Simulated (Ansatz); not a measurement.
**Si(OH)4 (SiH₄O₄): geometry, orbitals and charge**

Aim: characterise Si(OH)4 (SiH₄O₄) as a singlet: its structure, frontier levels and distribution of charge.

Method: RKS PBE0-D4/def2-TZVP; program: Ansatz 0.2.0, Gaussian basis.

Levels to be run: relaxation at PBE-D4/def2-SVP; a search for the lowest solution at PBE0-D4/def2-SVP; a single point at PBE0-D4/def2-TZVP.

**1. Where the work starts**

9 atoms, charge 0, spin multiplicity 1.

Atoms are counted from 1 here; the program's logs count them from 0.

Bond lengths: Si1–O2 1.625 Å, Si1–O4 1.625 Å, Si1–O6 1.625 Å, Si1–O8 1.624 Å, O2–H3 0.952 Å, O4–H5 0.953 Å, O6–H7 0.952 Å, O8–H9 0.952 Å. Angles: O2–Si1–O4 106.6°, O2–Si1–O6 106.6°, O2–Si1–O8 115.3°, O4–Si1–O6 115.3°, O4–Si1–O8 106.7°, O6–Si1–O8 106.7°, Si1–O2–H3 118.5°, Si1–O4–H5 118.3°, Si1–O6–H7 118.5°, Si1–O8–H9 118.5°.

As a file:

```xyz
9
charge 0, multiplicity 1
Si    0.0007   -0.0008    0.0000
O    -0.0182    0.0843    1.6227
H    -0.8413    0.2866    2.0572
O     1.5631   -0.0153   -0.4456
H     2.1601    0.5915   -0.0180
O    -0.8633    1.2646   -0.5413
H    -1.1241    1.2778   -1.4572
O    -0.6779   -1.3336   -0.6340
H    -0.1991   -2.1552   -0.5838
```

The start is a GFN2-xTB geometry.

**2. Optimising with PBE-D4/def2-SVP**

Contents of in.yaml:

```yaml
crystal:
  periodic: [false, false, false]
  atoms:
    - {symbol: Si, position_ang: [0.000730, -0.000810, -0.000020]}
    - {symbol: O, position_ang: [-0.018220, 0.084330, 1.622690]}
    - {symbol: H, position_ang: [-0.841290, 0.286640, 2.057190]}
    - {symbol: O, position_ang: [1.563130, -0.015340, -0.445640]}
    - {symbol: H, position_ang: [2.160060, 0.591540, -0.018020]}
    - {symbol: O, position_ang: [-0.863330, 1.264590, -0.541260]}
    - {symbol: H, position_ang: [-1.124140, 1.277770, -1.457180]}
    - {symbol: O, position_ang: [-0.677890, -1.333550, -0.633980]}
    - {symbol: H, position_ang: [-0.199060, -2.155160, -0.583770]}
basis:
  gaussian: {orbitals: def2-SVP}
hamiltonian: {xc: pbe, dispersion: d4}
scf: {omitted_lower_state_checks: [starts]}
output: {orbitals: {seedname: orbitals}}
relax: {f_tol: 0.02, max_steps: 100}
```

Run with:

```
> ansatz run in.yaml --threads 4 --pin off --events-out ev --progress --plain --max-ram 3916MiB
```

Further steps of the session: Searching for the lowest solution, PBE0-D4/def2-SVP; Single point, PBE0-D4/def2-TZVP.

**Question.** What will the summary of the whole plan be? Wanted: commonest bond, hydrogen aside; HOMO, LUMO at PBE0-D4/def2-TZVP; dipole at PBE-D4/def2-SVP.

As calculated:

| quantity | value |
| --- | --- |
| commonest bond, hydrogen aside | O–Si, 4 of mean length 1.666 Å |
| HOMO, LUMO at PBE0-D4/def2-TZVP | -9.17, 0.28 eV |
| dipole at PBE-D4/def2-SVP | 0.00 D |

The molecule keeps its bonding pattern by the stored test; the atoms moved 0.12 Å (rms). No usable vibrations, so a minimum isn't proven.
